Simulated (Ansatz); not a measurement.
# ZnPt: a relaxation

The task is a relaxation on ZnPt. The structure is shown as the input types it.

Method: Kohn-Sham DFT, with the functional, basis and potentials that each input names, in Ansatz 0.2.0.

### Step 1. The system as given

It takes space group P4/mmm (No. 123, tetragonal). Conventional cell: a = 2.864 Å, b = 2.864 Å, c = 3.510 Å, α = 90.00°, β = 90.00°, γ = 90.00°. Zn (site symmetry 4/mmm) is surrounded by 8 Pt at 2.68 Å and 4 Zn at 2.86 Å. Pt (site symmetry 4/mmm) has 8 Zn at 2.68 Å and 4 Pt at 2.86 Å in its first shell of neighbours.

As a file:

```
CELL_PARAMETERS angstrom
2.86400 0.00000 0.00000
0.00000 2.86400 0.00000
0.00000 0.00000 3.51000
ATOMIC_POSITIONS crystal
Zn 0.50000 0.50000 0.50000
Pt 0.00000 0.00000 0.00000
```

### Step 2. The calculation

Input file input.yaml:

```yaml
crystal:
  lattice:
    - [2.864, 0.0, 0.0]
    - [0.0, 2.864, 0.0]
    - [0.0, 0.0, 3.51]
  atoms:
    - { symbol: Zn, position: [0.5, 0.5, 0.5] }
    - { symbol: Pt, position: [0.0, 0.0, 0.0] }
kpoints:
  mp_grid: { grid: [14, 14, 12] }
scf:
  occupations: { method: fermi_dirac, width: 0.05 }
  max_iter: 100
hamiltonian:
  xc: r2scan
  pseudopotentials: { kind: paw }
  hubbard: { sites: [{ species: Pt, l: d, u_eff: -5.0 }] }
relax:
  f_tol: 0.002
  max_steps: 80
  cell: {}
output:
  forces: true
  stress: true
```

Run with:

```
> ansatz run input.yaml --threads 1 --pin off --max-ram 3072MiB --backend cpu --events-out ev --progress --plain --runs-dir out
```

What happens when this is run?

The run converged and reported no error. That alone doesn't make the input a sound one.

In the input, hamiltonian.hubbard.sites is [{species: Pt, l: d, u_eff: -5.0}]. The U is negative: it rewards fractional occupations of the shell, where a positive U penalises them, and shifts its filled levels up and its empty ones down.

To check: delete hamiltonian.hubbard.sites.
